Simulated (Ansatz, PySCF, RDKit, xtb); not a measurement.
# CH8SiSn: from the formula to a structure

Task: start from the formula CH8SiSn, draw up candidate structures, narrow them down in stages, and characterise the one that lies lowest at 400 K.

The funnel: GFN2-xTB relaxations, single points with a density functional, relaxations at B3LYP-D3(BJ)/def2-SVP, harmonic vibrations, and a last energy at a higher level. All values are calculated.

6 further runs of the same task are left out: 6 set aside as unsound or not needed.

### 1 Possible bonding patterns

All bonding patterns within simple valence rules are listed by program: one Lewis structure each, at most two rings and one unusual centre or charged pair. O–O, O–halogen and N–halogen bonds and N–N–N chains are not drawn. That gives 3 candidates.

```
label             SMILES     spin
 c202      C[SiH2][SnH3]  singlet
 c275  [SiH3][CH2][SnH3]  singlet
 c595  [CH3][SnH2][SiH3]  singlet
```

Candidates are built by distance geometry, with a force field where one applies, in up to four conformers (letters a to d). 4 starts with atoms placed at random are added, to find patterns that the rules miss.

Q: Predict the outcome of this search (final energies at CCSD(T)/def2-SVP + MP2/def2-TZVPP - MP2/def2-SVP).

| quantity | value |
| --- | --- |
| lowest structure found | C[SiH2][SnH3], singlet, Cs |
| next finalist | [CH3][SnH2][SiH3], singlet, 2.5 kcal/mol higher in G |
| share at equilibrium, among the finalists | 95.6 % |
| harmonic wavenumbers, lowest and highest (B3LYP-D3(BJ)/def2-SVP) | 62 and 3131 cm⁻¹ |
| rotational constants, same geometry | 0.3956, 0.05561, 0.05126 cm⁻¹ |
| dipole moment (PBE0/def2-TZVPD) | 1.21 D |
| HOMO energy (PBE0/def2-TZVPD) | -7.67 eV |
| LUMO energy (PBE0/def2-TZVPD) | -0.25 eV |
| HOMO–LUMO gap (PBE0/def2-TZVPD) | 7.42 eV |
| lowest excitation (TD-CAM-B3LYP/def2-SVPD) | 6.67 eV (f = 0.035) |
| strongest of the states computed, same level | 7.27 eV (f = 0.472) |
| lowest triplet excitation, same level, Tamm-Dancoff | 5.88 eV |
| vertical ionisation energy | 9.54 eV |
| vertical electron affinity | -0.83 eV (unbound: the value depends on the basis) |
| vertical triplet less singlet | +5.63 eV |

The search ends on `C[SiH2][SnH3]`. The margin, 2.5 kcal/mol, is modest. GFN2-xTB, HF/STO-3G, r2SCAN-D4/def2-SVP, B3LYP-D3(BJ)/def2-SVP, HF/def2-SVP and MP2/def2-SVP already put its bonding pattern lowest among the structures in one piece. Spin-orbit coupling, which matters for elements this heavy, is left out. Lowest found is not proven lowest: the search is finite, and each finalist counts with one conformer. Patterns outside the rules of the enumeration were met only by chance. The lowest isomer need not be the one that is made and kept in a bottle, which depends on barriers.
